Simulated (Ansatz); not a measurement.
Write a Python script for the Python package of Ansatz (0.2.0) that makes a convergence test of the plane-wave cutoff of C, space group P-3m1. Level of theory (first run): LDA, PAW, cutoff 250 eV, 12×12×1 k-points, cold smearing of 0.15 eV. The script varies cutoff (eV): 250, 300, 350, 400, 450.

```
C
1.0
     2.45623    0.00000    0.00000
    -1.22811    2.12716    0.00000
     0.00000    0.00000   24.13396
C
4
Direct
  0.00000 0.00000 0.57047
  0.00000 0.00000 0.42953
  0.33333 0.66667 0.42952
  0.66667 0.33333 0.57048
```

Script `ecut_c.py`:
```python
"""Convergence of C with the plane-wave cutoff."""

import warnings

import ansatz as az

XC = "lda"
KMESH = (12, 12, 1)
OCCUPATIONS = "cold"


def main() -> None:
    warnings.simplefilter("ignore", az.DeckWarning)

    lattice = az.Lattice.of(
        (2.45623, 0.0, 0.0),
        (-1.22811, 2.12716, 0.0),
        (0.0, 0.0, 24.13396),
    )
    sites = [
        ("C", (0.0, 0.0, 0.57047)),
        ("C", (0.0, 0.0, 0.42953)),
        ("C", (1 / 3, 2 / 3, 0.42952)),
        ("C", (2 / 3, 1 / 3, 0.57048)),
    ]
    xtal = az.Crystal(lattice=lattice)
    for symbol, position in sites:
        xtal = xtal.atom(symbol, position)

    setup = (
        xtal.calculation()
        .functional(XC)
        .kpoints(*KMESH, center="gamma")
        .occupations(OCCUPATIONS, width=150 * az.meV)
        .forces()
        .stress()
    )

    rows = []
    for value in [250, 300, 350, 400, 450]:
        summary = setup.basis(value).run(threads=1, pin="off").report
        rows.append((value, summary["free_energy_ev"] / len(summary["lattice"]["sites"]), summary["n_iterations"], sum(summary["stress_gpa"][i][i] for i in range(3)) / 3, max(abs(f) for row in summary["forces_ev_ang"] for f in row), summary["n_pw"]))

    print(" cutoff (eV)   F/atom (eV)    iterations       P (GPa)  max component (eV/A)   plane waves")
    for row in rows:
        print(f"{str(row[0]):>12s}  {row[1]:12.5f}  {row[2]:12d}  {row[3]:12.3f}  {row[4]:20.4f}  {row[5]:12d}")

    # the last row is the reference
    for row in rows[:-1]:
        shift = 1000 * (row[1] - rows[-1][1])
        print(f"{row[0]}: {shift:+.2f} meV/atom" + ("  (within 1 meV)" if abs(shift) < 1 else ""))


if __name__ == "__main__":
    main()
```

```console
$ python ecut_c.py
 cutoff (eV)   F/atom (eV)    iterations       P (GPa)  max component (eV/A)   plane waves
         250    -242.38670             7         2.055                0.0264          1161
         300    -242.82602             6        -0.481                0.0206          1509
         350    -242.93650             6        -1.089                0.0220          1909
         400    -242.96417             6        -1.121                0.0224          2209
         450    -242.97067             6        -1.112                0.0221          2813
250: +583.97 meV/atom
300: +144.65 meV/atom
350: +34.17 meV/atom
400: +6.50 meV/atom
```

Notes:
- The cell holds layers, chains or clusters in vacuum, no bulk phase; its stress is averaged over the vacuum too and scales with the cell's height.
- Cold and Methfessel-Paxton smearing aren't meant for a gap as narrow as their width.
- Pressure is positive in compression.
- This isn't the structure that C takes at ambient conditions.
- Shifts are counted from the last row, which is itself no proven limit.
- The script silences the warnings on its input, which a real study should read.
- Run time: 12 s on 1 thread of Arm Neoverse N1, on a shared host, peak memory 0.38 GiB.
